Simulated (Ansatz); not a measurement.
# C₄H₁₃NSi: up Jacob's ladder to CCSD(T)

One table from this session's results is given with a row withheld; the runs are named, their logs left out.

Computed with Ansatz 0.2.0, Gaussian basis. Level: functionals in def2-TZVPP, the program's frozen cores in correlated methods.

Plan: LDA (SPW92), PBE-D4, revPBE-D4, BLYP-D4, r2SCAN-D4, B97M-V, PBE0-D4, B3LYP-D4, r2SCANh-D4, r2SCAN0-D4, HSE06-D4, BHLYP-D4, CAM-B3LYP-D4, LC-ωPBE, ωB97X-V, ωB97M-V, B2PLYP, PBE-QIDH; CCSD(T)/def2-SVP; CCSD(T)/def2-TZVPP; MP2/def2-QZVPP; extrapolation to the limit; RPA on PBE.

### The geometry

All runs share one geometry, relaxed beforehand with PBE0-D4 in a triple-zeta def2 set.

SMILES `CN(C)[SiH](C)C`, 19 atoms, charge 0, spin multiplicity 1.

Atoms are counted from 1 here; the program's logs count them from 0.

Bond lengths: C1–N2 1.440 Å, C1–H7 1.098 Å, C1–H8 1.102 Å, C1–H9 1.092 Å, N2–C3 1.441 Å, N2–Si4 1.727 Å, C3–H10 1.093 Å, C3–H11 1.102 Å, C3–H12 1.098 Å, Si4–C5 1.876 Å, Si4–C6 1.869 Å, Si4–H13 1.492 Å, C5–H14 1.093 Å, C5–H15 1.094 Å, C5–H16 1.094 Å, C6–H17 1.092 Å, C6–H18 1.093 Å, C6–H19 1.094 Å. Angles: N2–C1–H7 110.6°, N2–C1–H8 112.8°, N2–C1–H9 110.8°, H7–C1–H8 107.2°, H7–C1–H9 107.4°, H8–C1–H9 107.8°, C1–N2–C3 113.1°, C1–N2–Si4 122.1°, C3–N2–Si4 120.3°, N2–C3–H10 110.4°, N2–C3–H11 112.9°, N2–C3–H12 110.7°, H10–C3–H11 107.9°, H10–C3–H12 107.6°, H11–C3–H12 107.2°, N2–Si4–C5 114.2°, N2–Si4–C6 109.8°, N2–Si4–H13 105.4° and more.

The first run:

The input, in.yaml:

```yaml
crystal:
  periodic: [false, false, false]
  atoms:
    - {symbol: C, position_ang: [0.368494, -1.645496, 0.855262]}
    - {symbol: N, position_ang: [0.840375, -0.470959, 0.168321]}
    - {symbol: C, position_ang: [1.952877, -0.736111, -0.707897]}
    - {symbol: Si, position_ang: [-0.167435, 0.906342, -0.094639]}
    - {symbol: C, position_ang: [-1.390354, 0.707524, -1.502803]}
    - {symbol: C, position_ang: [-1.099451, 1.315747, 1.472565]}
    - {symbol: H, position_ang: [1.174807, -2.096763, 1.448285]}
    - {symbol: H, position_ang: [-0.003495, -2.422156, 0.167964]}
    - {symbol: H, position_ang: [-0.440917, -1.393824, 1.543500]}
    - {symbol: H, position_ang: [2.303063, 0.190056, -1.169713]}
    - {symbol: H, position_ang: [1.702719, -1.442659, -1.515361]}
    - {symbol: H, position_ang: [2.793402, -1.166711, -0.147790]}
    - {symbol: H, position_ang: [0.764265, 2.015341, -0.453593]}
    - {symbol: H, position_ang: [-0.877964, 0.476387, -2.440342]}
    - {symbol: H, position_ang: [-2.098414, -0.101098, -1.299403]}
    - {symbol: H, position_ang: [-1.966057, 1.625311, -1.655116]}
    - {symbol: H, position_ang: [-0.423217, 1.398458, 2.326152]}
    - {symbol: H, position_ang: [-1.858249, 0.564274, 1.706020]}
    - {symbol: H, position_ang: [-1.616249, 2.272240, 1.355089]}
basis:
  gaussian: {orbitals: def2-TZVPP}
hamiltonian: {xc: lda}
output: {orbitals: {seedname: orbitals}}
```

Launch:

```bash
$ ansatz run in.yaml --threads 2 --pin off --events-out ev --progress --plain --max-ram 32768MiB --backend cuda --devices 0, --max-vram 18GiB
```

Among the steps run: LDA; PBE-D4 (GGA); revPBE-D4 (GGA); BLYP-D4 (GGA); r2SCAN-D4 (meta-GGA); B97M-V (meta-GGA); B3LYP-D4 (hybrid); r2SCANh-D4 (hybrid); r2SCAN0-D4 (hybrid); HSE06-D4 (hybrid); BHLYP-D4 (hybrid); CAM-B3LYP-D4 (range-separated); LC-ωPBE (range-separated); ωB97X-V (range-separated); ωB97M-V (range-separated); B2PLYP (double hybrid); PBE-QIDH (double hybrid).

One of the session's tables, all rows but one given; the rest of the session is left out.

It belongs to the step «Orbital energies across the functionals». 

```
  functional  HOMO (eV)  LUMO (eV)  gap (eV)
 LDA (SPW92)      -4.89       0.04      4.93
      PBE-D4      -4.80       0.23      5.02
   revPBE-D4      -4.75       0.33      5.08
     BLYP-D4      -4.70       0.23      4.93
   r2SCAN-D4      -5.02       0.93      5.96
      B97M-V      -5.20       0.32      5.52
     PBE0-D4      -6.10       1.01      7.10
    B3LYP-D4      -5.90       0.68      6.58
  r2SCANh-D4      -5.52       1.16      6.68
  r2SCAN0-D4      -6.26       1.48      7.74
    HSE06-D4      -5.70       0.64      6.33
    BHLYP-D4      -7.36       1.59      8.95
CAM-B3LYP-D4      -7.47       1.75      9.23
     LC-ωPBE          ?          ?         ?
     ωB97X-V      -8.48       2.81     11.28
     ωB97M-V      -8.41       2.39     10.80
```

Q: Estimate the row for LC-ωPBE from the others.

As computed: HOMO (eV): -8.78; LUMO (eV): 3.06; gap (eV): 11.84. In the column «HOMO (eV)» it is the lowest.
